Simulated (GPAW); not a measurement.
The system is InSb3.

```xyz
4
Lattice="0.0000 3.7946 3.7946 3.7946 0.0000 3.7946 3.7946 3.7946 0.0000" Properties=species:S:1:pos:R:3 pbc="T T T"
Sb    3.7946    3.7946    3.7946
Sb    5.6918    5.6918    5.6918
Sb    1.8973    1.8973    1.8973
In    0.0000    0.0000    0.0000
```

The cell comes from a database or a generator and needn't be the stable form of this composition.

Base run:

```yaml
Program: GPAW 26.7.0
Functional: PBEsol
Potentials_or_basis: PAW data sets generated in the run's folder for this functional
Cutoff: 600 eV
Basis: pw
k_mesh: 6 × 6 × 6
Occupations: fermi-dirac, width 0.05 eV
Spin: no spin polarisation
```

Its results: pressure -3.4 GPa.

Task: The run is repeated on the same cell with these changes: functional from PBEsol to LDA; potentials or basis from PAW data sets generated in the run's folder for this functional to the program's PAW data sets (release 1.2.1) made for this functional. What comes out?

Result: Pressure -4.5 GPa.
